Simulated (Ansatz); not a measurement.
# MnSiSe3: the cost of one run

Computed with Ansatz 0.2.0 (DFT PBE, scalar-relativistic, plane waves, PAW, unless a step's input says otherwise).

### 1 Starting point

The structure is cubic, space group Pm-3m (No. 221). The conventional cell has a = 4.681 Å, b = 4.681 Å, c = 4.681 Å, α = 90.00°, β = 90.00°, γ = 90.00°. Around Mn (site symmetry m-3m) lie 12 Se at 3.31 Å. Around Si (site symmetry m-3m) lie 6 Se at 2.34 Å. Se (site symmetry 4/mmm) has 2 Si at 2.34 Å and 4 Mn at 3.31 Å and 8 Se at 3.31 Å as nearest neighbours.

Coordinates:

```
Mn Si Se
1.0
     4.68101    0.00000    0.00000
     0.00000    4.68101    0.00000
     0.00000    0.00000    4.68101
Mn Si Se
1 1 3
Cartesian
  0.0000 0.0000 0.0000
  2.3405 2.3405 2.3405
  0.0000 2.3405 2.3405
  2.3405 0.0000 2.3405
  2.3405 2.3405 0.0000
```

Recipe of the guess: species swapped into a database cell of LaBPd3 (Pm-3m, No. 221), with Mn on the La sites, Si on the B sites and Se on the Pd sites. Its size is a rough estimate.

### 2 Probe: one point on a coarse mesh

Input file input.yaml:

```yaml
crystal:
  lattice:
    - [4.68100734, 0.0, 0.0]
    - [0.0, 4.68100734, 0.0]
    - [0.0, 0.0, 4.68100734]
  atoms:
    - { symbol: Mn, position: [0.0, 0.0, 0.0], spin: 4.0 }
    - { symbol: Si, position: [0.5, 0.5, 0.5] }
    - { symbol: Se, position: [0.0, 0.5, 0.5] }
    - { symbol: Se, position: [0.5, 0.0, 0.5] }
    - { symbol: Se, position: [0.5, 0.5, 0.0] }
basis:
  ecutwfc: 420
kpoints:
  mp_grid: { grid: [4, 4, 4] }
hamiltonian:
  xc: pbe
scf:
  occupations: { method: gaussian, width: 0.1 }
  lower_state_search: "off"
output:
  forces: true
  stress: true
  eigenvalues: true
  populations: true
magnetization:
  spin_polarized: true
```

Command:

```
$ ansatz run input.yaml --threads 1 --pin off --max-ram 2048MiB --backend cpu --events-out ev --progress --plain --runs-dir out
```

**Question.** How long does this run take on 1 thread of Intel Xeon Platinum 8488C (Sapphire Rapids), shared host, and how much memory does it need?

About 6 s, with a peak of 0.53 GiB.
